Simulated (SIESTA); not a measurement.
## TiSi: single point with PBEsol

TiSi:

```xyz
8
Lattice="6.5122 0.0000 0.0000 0.0000 3.6317 0.0000 0.0000 0.0000 4.9935" Properties=species:S:1:pos:R:3 pbc="T T T"
Ti    1.1441    0.9079    0.6402
Ti    5.3681    2.7238    4.3532
Ti    2.1120    2.7238    3.1370
Ti    4.4002    0.9079    1.8565
Si    0.2861    0.9079    3.2188
Si    6.2261    2.7238    1.7747
Si    2.9700    2.7238    0.7221
Si    3.5422    0.9079    4.2714
```

The cell comes from a database or a generator and needn't be the stable form of this composition.

```yaml
Program: SIESTA 5.4.2
Task: single point
Functional: PBEsol
Potentials_or_basis: PseudoDojo 0.4 standard (PBEsol files)
Basis: DZP (energy shift 0.003 Ry; two zetas on semicore shells)
Grid_cutoff: 800 Ry
Energy_shift: 0.003 Ry
k_mesh: 4 × 7 × 6
Occupations: fermi-dirac, width 0.05 eV
Spin: no spin polarisation
```

```
Pressure               : -2.2 GPa
Largest force          : 0.178 eV/Å
Band gap on the k mesh : none (metal or under the smearing width)
Hirshfeld charges      : Ti +0.10; Si -0.10 e
Voronoi charges        : Ti +0.14; Si -0.14 e
```

Forces in eV/Å, atoms in the order of the input:
```
Ti  -0.007  0.000 -0.025
Ti   0.007  0.000  0.025
Ti   0.007  0.000 -0.025
Ti  -0.007  0.000  0.025
Si   0.054  0.000  0.169
Si  -0.054  0.000 -0.169
Si  -0.054  0.000  0.169
Si   0.054  0.000 -0.169
```

Stress tensor (GPa, compression positive):
```
-2.50  0.00  0.00
 0.00 -2.11  0.00
 0.00  0.00 -1.93
```

Levels at points of the mesh, in eV from the Fermi level:
| k point | band 28 | band 29 | band 30 | band 31 | band 32 | band 33 | band 34 | band 35 | band 36 | band 37 |
| --- | --- | --- | --- | --- | --- | --- | --- | --- | --- | --- |
| (0.00, 0.00, 0.00) | -2.08 | -0.71 | -0.47 | -0.32 | -0.20 | 0.29 | 0.57 | 0.63 | 0.68 | 1.00 |
| (0.50, 0.00, 0.00) | -2.09 | -0.73 | -0.73 | -0.49 | -0.49 | 0.36 | 0.36 | 0.62 | 0.62 | 1.53 |
| (0.00, 0.00, 0.50) | -1.39 | -0.90 | -0.90 | -0.24 | -0.24 | 0.42 | 0.42 | 0.74 | 0.74 | 1.52 |
| (0.50, 0.00, 0.50) | -2.09 | -0.95 | -0.95 | -0.65 | -0.65 | 0.40 | 0.40 | 0.73 | 0.73 | 1.46 |

Wall time 4.2 min on 1 thread of Intel(R) Xeon(R) 6975P-C (Granite Rapids) (shared host), peak memory 0.99 GiB.

Caveat: Mulliken charges of long-ranged orbitals can have an unphysical sign; the basis of atomic orbitals isn't converged, which shifts pressures, moduli and gaps.
